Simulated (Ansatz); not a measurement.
# CH₆InNO: a ladder of functionals and wavefunction methods

An exercise on one series of results from a longer session: the logs are not shown, and one member is left open.

Computed with Ansatz 0.2.0, Gaussian basis. Level: functionals in def2-TZVPP, the program's frozen cores in correlated methods.

The runs, in order: LDA (SPW92), PBE-D4, revPBE-D4, BLYP-D4, r2SCAN-D4, B97M-V, PBE0-D4, B3LYP-D4, r2SCANh-D4, r2SCAN0-D4, HSE06-D4, BHLYP-D4, CAM-B3LYP-D4, LC-ωPBE, ωB97X-V, ωB97M-V, B2PLYP, PBE-QIDH; CCSD(T)/def2-SVP; CCSD(T)/def2-TZVPP; MP2/def2-QZVPP; extrapolation to the limit; RPA on PBE.

1 further run of the same task is left out (for a known fault of the program). Runs told in other sessions of the task aren't counted.

## The relaxed structure

An earlier PBE0-D4 in a triple-zeta def2 set relaxation fixed the geometry. In takes the def2 core potential; no spin-orbit term is included.

SMILES `C[O][InH][NH2]`, 10 atoms, charge 0, spin multiplicity 1.

Atoms are counted from 1 here; the program's logs count them from 0.

Bond lengths: C1–O2 1.398 Å, C1–H5 1.101 Å, C1–H6 1.096 Å, C1–H7 1.100 Å, O2–In3 1.990 Å, In3–N4 2.009 Å, In3–H8 1.692 Å, N4–H9 1.008 Å, N4–H10 1.007 Å. Angles: O2–C1–H5 112.8°, O2–C1–H6 109.0°, O2–C1–H7 113.0°, H5–C1–H6 107.1°, H5–C1–H7 107.4°, H6–C1–H7 107.2°, C1–O2–In3 121.5°, O2–In3–N4 110.0°, O2–In3–H8 118.8°, N4–In3–H8 131.0°, In3–N4–H9 119.1°, In3–N4–H10 121.1°, H9–N4–H10 110.3°.

Set-up of the first run:

in.yaml

```yaml
crystal:
  periodic: [false, false, false]
  atoms:
    - {symbol: C, position_ang: [-1.274808, -0.241377, 1.083512]}
    - {symbol: O, position_ang: [0.079539, -0.230126, 1.431721]}
    - {symbol: In, position_ang: [1.499986, 0.081326, 0.073700]}
    - {symbol: N, position_ang: [0.669703, 0.455745, -1.716755]}
    - {symbol: H, position_ang: [-1.532555, -1.061385, 0.395795]}
    - {symbol: H, position_ang: [-1.875409, -0.380861, 1.990039]}
    - {symbol: H, position_ang: [-1.606117, 0.697095, 0.614547]}
    - {symbol: H, position_ang: [3.114490, 0.118573, 0.577040]}
    - {symbol: H, position_ang: [-0.283365, 0.172808, -1.884246]}
    - {symbol: H, position_ang: [1.208535, 0.388203, -2.565342]}
basis:
  gaussian: {orbitals: def2-TZVPP}
hamiltonian: {xc: lda}
output: {orbitals: {seedname: orbitals}}
```

Started as:

```
$ ansatz run in.yaml --threads 4 --pin off --events-out ev --progress --plain --max-ram 10444MiB
```

Among the steps run: LDA; PBE-D4 (GGA); revPBE-D4 (GGA); BLYP-D4 (GGA); r2SCAN-D4 (meta-GGA); B97M-V (meta-GGA); PBE0-D4 (hybrid); B3LYP-D4 (hybrid); r2SCANh-D4 (hybrid); r2SCAN0-D4 (hybrid); HSE06-D4 (hybrid); BHLYP-D4 (hybrid); CAM-B3LYP-D4 (range-separated); LC-ωPBE (range-separated); ωB97X-V (range-separated); ωB97M-V (range-separated); B2PLYP (double hybrid); PBE-QIDH (double hybrid).

One table of the session follows, with a row left open; its other results are not shown here.

It belongs to the step «Frontier levels by functional». 

| functional | HOMO (eV) | gap (eV) |
| --- | --- | --- |
| LDA (SPW92) | -5.79 | 3.98 |
| PBE-D4 | -5.62 | 4.04 |
| revPBE-D4 | -5.55 | 4.07 |
| BLYP-D4 | -5.53 | 3.96 |
| r2SCAN-D4 | -5.90 | 4.60 |
| B97M-V | -6.00 | 4.42 |
| PBE0-D4 | -7.06 | 6.19 |
| B3LYP-D4 | -6.83 | 5.68 |
| r2SCANh-D4 | -6.44 | 5.40 |
| r2SCAN0-D4 | -7.27 | 6.58 |
| HSE06-D4 | -6.65 | 5.43 |
| BHLYP-D4 | -8.42 | 8.14 |
| CAM-B3LYP-D4 | -8.50 | 8.40 |
| LC-ωPBE | -9.86 | 10.83 |
| ωB97X-V | ? | ? |
| ωB97M-V | -9.44 | 9.95 |

Q: Estimate the row for ωB97X-V from the others.

**Answer.** HOMO (eV): -9.51; gap (eV): 10.36. In the column «HOMO (eV)» it lies between LC-ωPBE (-9.86) and ωB97M-V (-9.44).
